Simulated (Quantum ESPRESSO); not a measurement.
The system is HfB.

```
Hf B
1.0
     0.00000    2.31000    2.31000
     2.31000    0.00000    2.31000
     2.31000    2.31000    0.00000
Hf B
1 1
Direct
  0.50000 0.50000 0.50000
  0.00000 0.00000 0.00000
```

```yaml
Program: Quantum ESPRESSO 7.5
Task: phonons and electron-phonon coupling
Functional: PBE
Potentials_or_basis: GBRV 1.5 PBE
Cutoff: 612 eV
Density_cutoff: 4898 eV
k_mesh: 9 × 9 × 9
Occupations: methfessel-paxton, width 0.272 eV
Spin: no spin polarisation
Mixing_beta: 0.5
Most_SCF_iterations: 120
SCF_threshold: 4e-10 Ry
q_mesh: 3 × 3 × 3
```

The cell and the atoms were relaxed first, to 14.13 Å³/atom (a = 3.419 Å, b = 3.419 Å, c = 3.419 Å, α = 60.00°, β = 60.00°, γ = 60.00°), and the response was taken there.

Levels for the coupling come from a 27 × 27 × 27 mesh; ten broadenings of the double delta from 0.07 to 0.68 eV; Tc from the McMillan formula in the Allen-Dynes form.

Question: How strong is the electron-phonon coupling, and what superconducting temperature follows?

Answer: Over broadenings from 0.27 to 0.54 eV, λ lies between 0.38 and 0.40 and ω_log near 323 K, which gives Tc from 1.0 to 1.5 K at μ* = 0.10 and from 0.4 to 0.7 K at μ* = 0.13.

Electron-phonon coupling by broadening of the double delta (levels on a 27 × 27 × 27 mesh):
```
broadening (eV)     λ  N(E_F) (states/eV a spin and cell)  ω_log (K)  Tc, μ* 0.10 (K)  Tc, μ* 0.13 (K)
           0.07  0.41                               0.564        325              1.6              0.8
           0.14  0.40                               0.555        307              1.2              0.5
           0.20  0.38                               0.555        315              1.0              0.4
           0.27  0.38                               0.560        319              1.0              0.4
           0.34  0.38                               0.568        321              1.1              0.4
           0.41  0.39                               0.575        323              1.2              0.5
           0.48  0.40                               0.580        324              1.4              0.6
           0.54  0.40                               0.583        326              1.5              0.7
           0.61  0.41                               0.584        328              1.5              0.7
           0.68  0.41                               0.584        329              1.6              0.7
```

The same from a weighted sum over the computed q points, without interpolation:
| broadening (eV) | λ | ω_log (K) | Tc, μ* 0.10 (K) | Tc, μ* 0.13 (K) |
| --- | --- | --- | --- | --- |
| 0.07 | 0.42 | 324 | 1.7 | 0.8 |
| 0.14 | 0.39 | 314 | 1.2 | 0.5 |
| 0.20 | 0.38 | 321 | 0.9 | 0.4 |
| 0.27 | 0.38 | 326 | 0.9 | 0.4 |
| 0.34 | 0.38 | 329 | 1.0 | 0.4 |
| 0.41 | 0.39 | 331 | 1.2 | 0.5 |
| 0.48 | 0.39 | 333 | 1.3 | 0.6 |
| 0.54 | 0.40 | 336 | 1.4 | 0.6 |
| 0.61 | 0.40 | 338 | 1.5 | 0.6 |
| 0.68 | 0.40 | 340 | 1.5 | 0.7 |

Eliashberg function at a broadening of 0.27 eV:
| cm⁻¹ | α²F |
| --- | --- |
| 14 | 0.000 |
| 42 | 0.003 |
| 71 | 0.019 |
| 99 | 0.070 |
| 127 | 0.184 |
| 155 | 0.069 |
| 183 | 0.000 |
| 212 | 0.000 |
| 240 | 0.000 |
| 268 | 0.000 |
| 296 | 0.000 |
| 325 | 0.000 |
| 353 | 0.000 |
| 381 | 0.000 |
| 409 | 0.000 |
| 438 | 0.000 |
| 466 | 0.892 |
| 494 | 0.447 |
| 522 | 0.329 |
| 550 | 0.026 |

The smallest broadenings aren't converged on these meshes, and μ* is assumed, not computed; spin fluctuations are left out.

Caveat: λ from interpolated matrix elements is rough: modes that symmetry makes equal can differ by tens of percent.
